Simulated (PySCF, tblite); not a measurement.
**C₅H₇Cl₂FSi: geometry, infrared bands and NMR shifts**

Wanted: the infrared bands and NMR shifts of C₅H₇Cl₂FSi (`FC[Si@H](Cl)C1=C(Cl)CC1`), by calculation.

The runs use tblite 0.8.0 and PySCF 2.14.0, with density-fitted response routines of our own; the level of theory stands in each step. All values are computed, except where a source is named. Atoms are numbered from 0 throughout.

## Step 1: The molecule as given

16 atoms, charge 0, multiplicity 1; geometry from: force field or distance geometry start.

Bonds of the start (Å): F0–C1 1.36, C1–Si2 1.87, Si2–Cl3 2.07, Si2–C4 1.87, C4–C5 1.30, C5–Cl6 1.78, C5–C7 1.44, C7–C8 1.50, C8–C4 1.44, C1–H9 1.13, C1–H10 1.12, Si2–H11 1.47, C7–H12 1.11, C7–H13 1.11, C8–H14 1.11, C8–H15 1.13.

## Step 2: Relaxing the molecule with GFN2-xTB

What the job is given:

```
{"job": {"kind": "relax", "xc": "GFN2-xTB", "basis": "xTB"}, "charge": 0, "multiplicity": 1}
F      2.283900     1.386000    -0.624000
C      2.539400     0.163100    -0.081100
Si     1.168500    -0.354900     1.078000
Cl     1.286300    -2.356100     1.595100
C     -0.465900    -0.048900     0.219300
C     -1.283800     0.960600     0.172100
Cl    -1.265500     2.573100     0.921600
C     -2.220200     0.308800    -0.709900
C     -1.278300    -0.853100    -0.663400
H      3.488000     0.206800     0.538900
H      2.677300    -0.603900    -0.879600
H      1.181500     0.537200     2.242800
H     -2.213600     0.789200    -1.707600
H     -3.242700     0.122300    -0.319100
H     -0.861300    -1.118800    -1.654400
H     -1.801000    -1.702500    -0.140100
```

The run is started by

```sh
$ OMP_NUM_THREADS=1 python probes_run.py task.json out
```

The driver reads the jobs from task.json and runs them one after another.

**Question.** This job is followed by: GFN2-xTB harmonic vibrations, gas phase; GIAO PBE0/pcSseg-1 NMR shielding, non-relativistic, gas phase. What will the session give for the following? strongest single infrared mode (GFN2-xTB); zero-point energy (GFN2-xTB); 13C shifts against TMS (PBE0/pcSseg-1); 1H shifts against TMS (PBE0/pcSseg-1); 19F shifts against CFCl3 (PBE0/pcSseg-1); 29Si shifts against TMS (PBE0/pcSseg-1); 35Cl shifts against HCl (PBE0/pcSseg-1).

As calculated:

```
                                 quantity                                         value
strongest single infrared mode (GFN2-xTB)                          616 cm⁻¹, 367 km/mol
             zero-point energy (GFN2-xTB)                                 66.4 kcal/mol
   13C shifts against TMS (PBE0/pcSseg-1)            162.8, 147.4, 79.9, 41.6, 28.1 ppm
    1H shifts against TMS (PBE0/pcSseg-1)  5.53, 4.96, 4.86, 2.95, 2.95, 2.65, 2.54 ppm
 19F shifts against CFCl3 (PBE0/pcSseg-1)                                    -299.7 ppm
  29Si shifts against TMS (PBE0/pcSseg-1)                                     -26.5 ppm
  35Cl shifts against HCl (PBE0/pcSseg-1)                                  272, -63 ppm
```

Over 75 steps the energy fell by 0.620 eV; of the close pairs, C5–Cl6 changed most, 1.778 to 1.697 Å. The lowest mode is slightly imaginary (8i cm⁻¹), a soft motion within the noise of the Hessian, so the minimum is not strictly shown. The strongest single mode, at 616 cm⁻¹, moves mainly H11. GFN2-xTB is a fitted tight-binding method: band positions and strengths are rough. Its intensities can rank the bands wrongly. At PBE0/pcSseg-1: The widest tensor belongs to Cl6: span 524 ppm, with a paramagnetic part of -470 ppm.
